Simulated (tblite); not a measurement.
# C4H14Si4: the cost of one run

The runs use tblite 0.8.0 and PySCF 2.14.0, with density-fitted response routines of our own; the level of theory stands in each step. All values are computed, except where a source is named. Atoms are numbered from 0 throughout.

## Step 1: The starting structure

22 atoms, charge 0, multiplicity 1; geometry from: force field or distance geometry start.

Bonds of the start (Å): C0–C1 1.48, C1–C2 1.19, C2–Si3 1.88, Si3–Si4 2.29, Si4–Si5 2.28, Si4–Si6 2.28, Si6–C7 1.85, C0–H8 1.09, C0–H9 1.09, C0–H10 1.10, Si3–H11 1.48, Si3–H12 1.47, Si4–H13 1.49, Si5–H14 1.48, Si5–H15 1.49, Si5–H16 1.49, Si6–H17 1.48, Si6–H18 1.49, C7–H19 1.10, C7–H20 1.09, C7–H21 1.10.

## Step 2: Geometry optimisation with GFN2-xTB

Job settings and geometry (Å):

```
{"job": {"kind": "relax", "xc": "GFN2-xTB", "basis": "xTB"}, "charge": 0, "multiplicity": 1}
C      3.499600    -1.924700    -1.400700
C      2.535900    -0.813800    -1.263400
C      1.769400     0.083200    -1.130800
Si     0.538500     1.495400    -0.951700
Si    -0.681300     1.183400     0.966100
Si    -2.112200     2.959900     1.039000
Si    -1.953300    -0.683500     0.682500
C     -0.899700    -2.198400     0.686300
H      4.423900    -1.713300    -0.858900
H      3.735500    -2.085200    -2.448400
H      3.068300    -2.852700    -1.004300
H      1.261400     2.779400    -0.869200
H     -0.370400     1.539700    -2.110100
H      0.175800     1.096200     2.183000
H     -2.939900     3.028000    -0.186900
H     -1.345000     4.230500     1.165800
H     -3.006500     2.854800     2.221700
H     -2.724400    -0.598400    -0.580800
H     -2.935300    -0.767600     1.805200
H     -0.299400    -2.278200     1.599600
H     -0.225400    -2.214100    -0.167300
H     -1.525900    -3.101200     0.622500
```

Command:

```sh
OMP_NUM_THREADS=1 python probes_run.py task.json out
```

The driver reads the jobs from task.json and runs them one after another.

**Question.** How long does this first job take on 1 thread of Intel Xeon at 2.50GHz, shared host, and how much memory does it need?

About 5.6 s, with a peak of 0.18 GiB.
